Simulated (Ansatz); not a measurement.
**GeH5 (doublet): the correlation ladder at distance Ge1–H5 along a hydrogen transfer = 2.183 Å, cc-pVTZ**

Aim: climb from Hartree-Fock through coupled cluster and multireference methods for GeH5 (doublet) at one geometry and basis, and see what each rung misses.

Method: cc-pVTZ, core rule «outside noble gas», up to 14 orbitals frozen; program: Ansatz 0.2.0, Gaussian basis.

Plan: UHF; CCSD(T) on ROHF; CCSD(T) on UHF; BCCD(T) on ROHF; CCSDT(Q) on ROHF; CCSDT(Q) on UHF; CASSCF and NEVPT2, 3 electrons in 3 orbitals; CASSCF and NEVPT2, 9 electrons in 9 orbitals.

### Step 1. The system

The geometry derives from fragments relaxed apart (PBE0/def2-TZVP) and kept rigid, so it is no stationary point. A hydrogen atom is moved between rigid fragments. No spin-orbit coupling is included. The filled d shell of Ge may be among the frozen orbitals whatever the setting's name suggests; the logs give the count.

6 atoms, charge 0, spin multiplicity 2.

Atoms are counted from 1 here; the program's logs count them from 0.

Bond lengths: Ge1–H2 1.534 Å, Ge1–H3 1.534 Å, Ge1–H4 1.534 Å, H5–H6 0.745 Å. Angles: H2–Ge1–H3 109.5°, H2–Ge1–H4 109.5°, H3–Ge1–H4 109.5°.

### Step 2. UHF

The input, in.yaml:

```yaml
crystal:
  periodic: [false, false, false]
  atoms:
    - {symbol: Ge, position_ang: [-0.046409, 0.000000, 0.000000]}
    - {symbol: H, position_ang: [-0.557859, 1.446599, 0.000000]}
    - {symbol: H, position_ang: [-0.557859, -0.723300, 1.252791]}
    - {symbol: H, position_ang: [-0.557859, -0.723299, -1.252792]}
    - {symbol: H, position_ang: [2.136591, 0.000000, 0.000000]}
    - {symbol: H, position_ang: [2.881591, 0.000000, 0.000000]}
basis:
  gaussian: {orbitals: cc-pVTZ}
magnetization: {spin_polarized: true, initial_magnetization: 1}
hamiltonian: {xc: hf}
output: {orbitals: {seedname: orbitals}}
```

Launch:

```sh
$ ansatz run in.yaml --threads 1 --pin off --events-out ev --progress --plain --max-ram 2816MiB --backend cpu
```

After this run come: CCSD(T) on ROHF; CCSD(T) on UHF; BCCD(T) on ROHF; CCSDT(Q) on ROHF; CCSDT(Q) on UHF; CASSCF and NEVPT2, 3 electrons in 3 orbitals; CASSCF and NEVPT2, 9 electrons in 9 orbitals.

Before running them: what should the planned runs give, taken together? Wanted: UCCSDT(Q) below the RHF energy; RMP2 from UCCSDT(Q); UMP2 from UCCSDT(Q); RCCSD from UCCSDT(Q); RCCSD(T) from UCCSDT(Q); UCCSD(T) from UCCSDT(Q); RCCSDT(Q) from UCCSDT(Q); NEVPT2 pair from UCCSDT(Q); NEVPT2 valence from UCCSDT(Q).

The runs gave:

| quantity | value |
| --- | --- |
| UCCSDT(Q) below the RHF energy | -5.1535 eV |
| RMP2 from UCCSDT(Q) | +98.2 kJ/mol |
| UMP2 from UCCSDT(Q) | +97.7 kJ/mol |
| RCCSD from UCCSDT(Q) | +13.0 kJ/mol |
| RCCSD(T) from UCCSDT(Q) | +2.8 kJ/mol |
| UCCSD(T) from UCCSDT(Q) | +2.3 kJ/mol |
| RCCSDT(Q) from UCCSDT(Q) | +0.5 kJ/mol |
| NEVPT2 pair from UCCSDT(Q) | +97.9 kJ/mol |
| NEVPT2 valence from UCCSDT(Q) | +93.5 kJ/mol |
| levels within 1 kcal/mol (43 meV) | RCCSD(T), UCCSD(T), BCCD(T), RCCSDT, UCCSDT, RCCSDT(Q) |
| T1 diagnostic | 0.017 |
| effectively unpaired electrons | 1.02 |

**Reading.** RCCSD(T) lands +2.8 kJ/mol from the yardstick (0.6 % of the correlation energy). One determinant dominates. Of the multireference levels listed NEVPT2 valence comes nearest in total energy (+93.5 kJ/mol), which doesn't show that its space is the better one. These misses are within one basis, not against nature; the frozen cores of restricted and unrestricted runs differ, which can shift their rows.
